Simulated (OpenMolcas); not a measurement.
# C2Cl3F3 (1,1,1-trichlorotrifluoroethane) at HF/ANO-XS-VDZ (DKH2, RICD fitting, fitting threshold 1e-06)

Aim: the vertical ionisation energy of C2Cl3F3 (1,1,1-trichlorotrifluoroethane) at HF/ANO-XS-VDZ (DKH2, RICD fitting, fitting threshold 1e-06), from 2 runs. 

The results are computed with OpenMolcas 26.06.

## (1) The system as given

C2Cl3F3 has 8 atoms, charge 0, and is taken as a singlet. SMILES: `FC(F)(F)C(Cl)(Cl)Cl`. Geometry: relaxed at GFN2-xTB.

Bond lengths: F1–C2 1.331 Å, C2–F3 1.331 Å, C2–F4 1.331 Å, C2–C5 1.542 Å, C5–Cl6 1.771 Å, C5–Cl7 1.771 Å, C5–Cl8 1.769 Å. Some angles: F1–C2–F3 107.5°, F1–C2–F4 107.5°, F1–C2–C5 111.4°, F3–C2–F4 107.5°, F3–C2–C5 111.3°, F4–C2–C5 111.4°, C2–C5–Cl6 108.5°, C2–C5–Cl7 108.5°, C2–C5–Cl8 108.5°, Cl6–C5–Cl7 110.3°.

## (2) A single-point energy at HF/ANO-XS-VDZ (DKH2, RICD fitting, fitting threshold 1e-06)

File input.xyz:

```xyz
8

F      0.576830    -1.686630    -0.102900
C      0.235510    -0.493670    -0.583990
F     -0.732360    -0.684430    -1.477500
F      1.289910    -0.006960    -1.233520
C     -0.219500     0.456900     0.542270
Cl    -0.652570     2.015460    -0.179200
Cl     1.121140     0.659500     1.681950
Cl    -1.618960    -0.260180     1.352880
```

File job.inp:

```
&gateway
coord = input.xyz
basis = ANO-XS-VDZ
group = NoSym
ricd
cdthreshold = 1e-06
&seward
relativistic = R02E00
&scf
prorbitals = 0
```

Run with:

```
$ export MOLCAS_MEM=1860
$ pymolcas job.inp > job.log
```

The log of the run:

```text
--- Start Module: gateway ---

                                              &GATEWAY

                       available to each process: 1.9 GB of memory, 1 thread

++    Symmetry information:
      ---------------------

                    Character Table for C1

                             E
                    a        1  x, y, xy, Rz, z, xz, Ry, yz, Rx, I
--

++    Basis set information:
      ----------------------

      Basis set label: F.ANO-XS...3S2P.

      Electronic valence basis set:
      ------------------
      Associated Effective Charge   9.000000 au
      Associated Actual Charge      9.000000 au
      Nuclear Model: Finite nucleus - Gaussian distribution
        Gaussian exponent, Xi/bohr**(-2):  5.35469E+08

      Shell  nPrim  nBasis  Cartesian Spherical Contaminant
         s       8       3        X
         p       4       2        X

      Basis set label: C.ANO-XS...3S2P.

      Electronic valence basis set:
      ------------------
      Associated Effective Charge   6.000000 au
      Associated Actual Charge      6.000000 au
      Nuclear Model: Finite nucleus - Gaussian distribution
        Gaussian exponent, Xi/bohr**(-2):  6.80775E+08

      Shell  nPrim  nBasis  Cartesian Spherical Contaminant
         s       8       3        X
         p       4       2        X

      Basis set label: F.ANO-XS...3S2P.

      Electronic valence basis set:
      ------------------
      Associated Effective Charge   9.000000 au
      Associated Actual Charge      9.000000 au
      Nuclear Model: Finite nucleus - Gaussian distribution
        Gaussian exponent, Xi/bohr**(-2):  5.35469E+08

      Shell  nPrim  nBasis  Cartesian Spherical Contaminant
         s       8       3        X
         p       4       2        X

      Basis set label: C.ANO-XS...3S2P.

      Electronic valence basis set:
      ------------------
      Associated Effective Charge   6.000000 au
      Associated Actual Charge      6.000000 au
      Nuclear Model: Finite nucleus - Gaussian distribution
        Gaussian exponent, Xi/bohr**(-2):  6.80775E+08

      Shell  nPrim  nBasis  Cartesian Spherical Contaminant
         s       8       3        X
         p       4       2        X

      Basis set label: CL.ANO-XS...4S3P.

      Electronic valence basis set:
      ------------------
      Associated Effective Charge  17.000000 au
      Associated Actual Charge     17.000000 au
      Nuclear Model: Finite nucleus - Gaussian distribution
        Gaussian exponent, Xi/bohr**(-2):  3.84638E+08

      Shell  nPrim  nBasis  Cartesian Spherical Contaminant
         s      11       4        X
         p       7       3        X
--

++    Molecular structure info:
      -------------------------

                    ************************************************
                    **** Cartesian Coordinates / bohr, angstrom ****
                    ************************************************

     Center  Label                x              y              z                     x              y              z
        1      F1               1.090051      -3.187269      -0.194453              0.576830      -1.686630      -0.102900
        2      C2               0.445049      -0.932901      -1.103581              0.235510      -0.493670      -0.583990
        3      F3              -1.383960      -1.293385      -2.792070             -0.732360      -0.684430      -1.477500
        4      F4               2.437577      -0.013152      -2.331015              1.289910      -0.006960      -1.233520
        5      C5              -0.414795       0.863416       1.024742             -0.219500       0.456900       0.542270
        6      CL6             -1.233179       3.808667      -0.338639             -0.652570       2.015460      -0.179200
        7      CL7              2.118648       1.246274       3.178425              1.121140       0.659500       1.681950
        8      CL8             -3.059391      -0.491669       2.556573             -1.618960      -0.260180       1.352880

                    ***************************************
                    *    InterNuclear Distances / bohr    *
                    ***************************************

               1 F1            2 C2            3 F3            4 F4            5 C5            6 CL6
    1 F1       0.000000
    2 C2       2.514899        0.000000
    3 F3       4.056494        2.515198        0.000000
    4 F4       4.056567        2.514497        4.056564        0.000000
    5 C5       4.489882        2.914763        4.489892        4.490601        0.000000
    6 CL6      7.373012        5.087638        5.663303        5.661300        3.347098        0.000000
    7 CL7      5.664858        5.087761        7.373259        5.660548        3.347127        5.492753
    8 CL8      5.661472        5.086503        5.661961        7.371170        3.343150        5.496380

               7 CL7           8 CL8
    7 CL7      0.000000
    8 CL8      5.497202        0.000000

                    *******************************************
                    *    InterNuclear Distances / angstrom    *
                    *******************************************

               1 F1            2 C2            3 F3            4 F4            5 C5            6 CL6
    1 F1       0.000000
    2 C2       1.330827        0.000000
    3 F3       2.146604        1.330985        0.000000
    4 F4       2.146643        1.330615        2.146641        0.000000
    5 C5       2.375943        1.542426        2.375948        2.376324        0.000000
    6 CL6      3.901630        2.692262        2.996891        2.995831        1.771208        0.000000
    7 CL7      2.997714        2.692327        3.901760        2.995433        1.771224        2.906640
    8 CL8      2.995922        2.691662        2.996181        3.900655        1.769119        2.908559

               7 CL7           8 CL8
    7 CL7      0.000000
    8 CL8      2.908994        0.000000

                    **************************************
                    *    Valence Bond Angles / degree    *
                    **************************************
                          Atom centers                 Phi
                      1 F1       2 C2       3 F3       107.50
                      1 F1       2 C2       4 F4       107.52
                      1 F1       2 C2       5 C5       111.35
                      3 F3       2 C2       4 F4       107.52
                      3 F3       2 C2       5 C5       111.35
                      4 F4       2 C2       5 C5       111.39
--

            Nuclear Potential Energy            706.51056331 au

--- Stop Module: gateway /rc=_RC_ALL_IS_WELL_ ---

--- Start Module: seward ---

                                              &SEWARD

                       available to each process: 1.9 GB of memory, 1 thread

               SEWARD will generate:
                  Multipole Moment integrals up to order  2
                  Kinetic Energy integrals
                  Nuclear Attraction integrals (finite nuclei - Gaussian type)
                  One-Electron Hamiltonian integrals
                  Velocity integrals
                  Relativistic Douglas-Kroll-Hess integrals:
                    - Parametrization         : EXP
                    - DKH order of Hamiltonian: 2
                    - DKH order of Properties : 0
                         - multipole moment operators
                         - electric potential operators
                         - contact operators
                  Orbital angular momentum around ( -0.1879   0.3946   0.4666 )
                  Velocity quadrupole around ( -0.1879   0.3946   0.4666 )
                  RI decomposed two-electron repulsion integrals stored Cholesky style
                   - acCD auxiliary basis
                   - CD Threshold:   1.00E-06

                   Integrals are discarded if absolute value <: 1.00E-14
                   Integral cutoff threshold is set to       <: 1.00E-16

            Nuclear Potential Energy            706.51056331 au

      Basis set specifications :
      Symmetry species         a
      Basis functions           84

--- Stop Module: seward /rc=_RC_ALL_IS_WELL_ ---

--- Start Module: scf ---

                                                &SCF

                       available to each process: 1.9 GB of memory, 1 thread

++    Input section:
      --------------

      Header of the integral files:

      Cartesian coordinates in angstrom:
      -----------------------------------------------------
      No.  Label        X            Y            Z
      -----------------------------------------------------
       1   F1         0.57683000  -1.68663000  -0.10290000
       2   C2         0.23551000  -0.49367000  -0.58399000
       3   F3        -0.73236000  -0.68443000  -1.47750000
       4   F4         1.28991000  -0.00696000  -1.23352000
       5   C5        -0.21950000   0.45690000   0.54227000
       6   CL6       -0.65257000   2.01546000  -0.17920000
       7   CL7        1.12114000   0.65950000   1.68195000
       8   CL8       -1.61896000  -0.26018000   1.35288000
      -----------------------------------------------------
      Nuclear repulsion energy =  706.51056331
--

++    Orbital specifications:
      -----------------------

      Symmetry species               1
                                     a
      Frozen orbitals                0
      Occupied orbitals             45
      Secondary orbitals            39
      Deleted orbitals               0
      Total number of orbitals      84
      Number of basis functions     84
--

      Molecular charge                           0.000

++    Optimization specifications:
      ----------------------------

      SCF Algorithm: LK-RI/DF
      LK screening threshold:                     4.50E-02
      Local-Exchange (LK) algorithm.
       - the density matrix is decomposed
      The actual AO density is used
      Number of density matrices in core                 5
      Maximum number of NDDO SCF iterations            400
      Maximum number of HF SCF iterations              400
      Threshold for SCF energy change             1.00E-09
      Threshold for density matrix                1.00E-04
      Threshold for Fock matrix                   1.50E-04
      Threshold for linear dependence             1.00E-09
      Threshold at which DIIS is turned on        1.50E-01
      Maximum depth in the DIIS procedure                5
      Maximum depth in the BFGS Hessian update          30
      Threshold at which QNR/C2DIIS is turned on  7.50E-02
      Threshold for Norm(delta) (QNR/C2DIIS)      1.00E-03
      All orbitals punched on: SCFORB
--

      Input vectors read from INPORB
      Orbital file label: *Guess orbitals

++ Convergence information
                                   SCF        iterations: Energy and convergence statistics

Iter     Tot. SCF        One-elec.       Two-elec.     Energy      Max Dij or  Max Fij      DNorm      TNorm      AccCon     Time
         Energy          Energy          Energy        Change      Delta Norm                                                in Sec.

 The total and one-electron energies are shifted by a value of      1000. a.u.

   1  -756.004638518 -2830.293813765  1367.778611932   0.00E+00    3.89E-01*   1.54E-01*    1.36E+01   2.73E+02   None         0.
   2  -756.506349622 -2838.080747882  1375.063834945  -5.02E-01*   2.76E-01*   1.31E-01*    1.44E+01   2.74E+02   EDIIS        0.
   3  -756.643824112 -2835.927306922  1372.772919495  -1.37E-01*   8.34E-02*   6.11E-02*    1.40E+01   2.74E+02   EDIIS        0.
   4  -756.746780032 -2836.496558588  1373.239215241  -1.03E-01*   8.85E-03*   1.39E-02*    1.42E+01   2.74E+02   c2DIIS       0.
   5  -756.754993469 -2836.399810050  1373.134253267  -8.21E-03*   5.85E-03*   1.64E-03*    1.42E+01   2.74E+02   QNRc2DIIS    0.
   6  -756.755069233 -2836.442681632  1373.177049084  -7.58E-05*   3.18E-03*   1.04E-03*    1.42E+01   2.74E+02   QNRc2DIIS    0.
   7  -756.755088200 -2836.425814419  1373.160162904  -1.90E-05*   6.13E-04    2.12E-04*    1.42E+01   2.74E+02   QNRc2DIIS    0.
   8  -756.755088923 -2836.427855559  1373.162203321  -7.23E-07*   2.81E-04    7.72E-05     1.42E+01   2.74E+02   QNRc2DIIS    0.
   9  -756.755089063 -2836.428895726  1373.163243349  -1.40E-07*   6.54E-05    2.39E-05     1.42E+01   2.74E+02   QNRc2DIIS    0.
  10  -756.755089071 -2836.428003189  1373.162350802  -8.78E-09*   1.95E-05    5.54E-06     1.42E+01   2.74E+02   QNRc2DIIS    0.
  11  -756.755089072 -2836.428074251  1373.162421863  -8.75E-10    6.07E-06    1.38E-06     1.42E+01   2.74E+02   QNRc2DIIS    0.

       Convergence after  11 Iterations
--

 *****************************************************************************************************************************
 *                                             SCF/KS-DFT Program, Final results                                             *
 *                                                       Final Results                                                       *
 *****************************************************************************************************************************

::    Total SCF energy                              -1756.7550890724
      One-electron energy                           -3836.4280742506
      Two-electron energy                            1373.1624218635
      Nuclear repulsion energy                        706.5105633147
      Kinetic energy (interpolated)                  1785.4190228097
      Virial theorem                                    0.9839455425
      Total spin, S(S+1)                                0.0000000000
      Total spin, S                                     0.0000000000
      Max non-diagonal density matrix element           0.0000073073
      Max non-diagonal Fock matrix element              0.0000008930

      No orbitals printed

++    Molecular charges:
      ------------------

      Mulliken charges per centre
      ---------------------------

                F1      C2      F3      F4      C5      CL6     CL7     CL8
      Total    9.3021  4.8843  9.3022  9.3018  6.6840 16.8422 16.8422 16.8411

      N-E     -0.3021  1.1157 -0.3022 -0.3018 -0.6840  0.1578  0.1578  0.1589

      Total electronic charge=   90.000000

      Total            charge=   -0.000000
--

++    Static properties:
      ------------------

      LoProp Charges per center

                   F1       C2       F3       F4       C5       CL6      CL7      CL8
      Nuclear      9.0000   6.0000   9.0000   9.0000   6.0000  17.0000  17.0000  17.0000
      Electronic  -9.2889  -5.1463  -9.2890  -9.2887  -6.0046 -16.9947 -16.9947 -16.9932

      Total       -0.2889   0.8537  -0.2890  -0.2887  -0.0046   0.0053   0.0053   0.0068
--

++    Natural Bond Order analysis
      ---------------------------
      Based on LoProp computed density
      -------------------------------------------------------------------------------------
      Atom A       Atom B       Bond Order
      -------------------------------------------------------------------------------------
      NBO located      1.000 non-bonded electrons on atom F1
      NBO located      1.005 non-bonded electrons on atom F1
      NBO located      1.015 non-bonded electrons on atom F1
      NBO located      0.996 non-bonded electrons on atom C2
      NBO located      0.992 non-bonded electrons on atom F3
      NBO located      1.000 non-bonded electrons on atom F3
      NBO located      1.000 non-bonded electrons on atom F4
      NBO located      1.011 non-bonded electrons on atom F4
      NBO located      0.998 non-bonded electrons on atom C5
      NBO located      0.963 non-bonded electrons on atom CL6
      NBO located      0.997 non-bonded electrons on atom CL6
      NBO located      1.000 non-bonded electrons on atom CL6
      NBO located      1.000 non-bonded electrons on atom CL6
      NBO located      1.000 non-bonded electrons on atom CL6
      NBO located      1.000 non-bonded electrons on atom CL6
      NBO located      0.966 non-bonded electrons on atom CL7
      NBO located      0.988 non-bonded electrons on atom CL7
      NBO located      0.997 non-bonded electrons on atom CL7
      NBO located      1.000 non-bonded electrons on atom CL7
      NBO located      1.000 non-bonded electrons on atom CL7
      NBO located      1.000 non-bonded electrons on atom CL7
      NBO located      1.000 non-bonded electrons on atom CL7
      NBO located      0.962 non-bonded electrons on atom CL8
      NBO located      0.997 non-bonded electrons on atom CL8
      NBO located      1.000 non-bonded electrons on atom CL8
      NBO located      1.000 non-bonded electrons on atom CL8
      NBO located      1.000 non-bonded electrons on atom CL8
      NBO located      1.000 non-bonded electrons on atom CL8
      The remaining   17.488 electrons are to be considered as diffuse
--

++    Molecular properties:
      ---------------------

      Charge (e):
                      =   -0.0000
      Dipole Moment (debye):
      Origin of the operator (angstrom)=   -0.0994    0.2088    0.2469
                   X= -3.1438E-01               Y=  6.4324E-01               Z=  7.7015E-01           Total=  1.0515E+00
      Quadrupole Moment (debye*angstrom):
      Origin of the operator (angstrom)=   -0.0994    0.2088    0.2469
                  XX= -6.6142E+01              XY=  2.3456E-01              XZ=  2.6079E-01              YY= -6.6529E+01
                  YZ= -5.7389E-01              ZZ= -6.6717E+01
      In traceless form (debye*angstrom)
                  XX=  4.8065E-01              XY=  3.5183E-01              XZ=  3.9118E-01              YY= -9.9228E-02
                  YZ= -8.6084E-01              ZZ= -3.8142E-01
--

--- Stop Module: scf /rc=_RC_ALL_IS_WELL_ ---
--- Module scf spent 2 seconds ---

.##################.
.# Happy landing! #.
.##################.

    Timing: Wall=3.23 User=2.93 System=0.29
```

Run time: 3.6 s. Hardware: 1 thread of Arm Neoverse V1, shared host; peak memory 0.08 GiB.

(Part 1 of 2 ends here.)
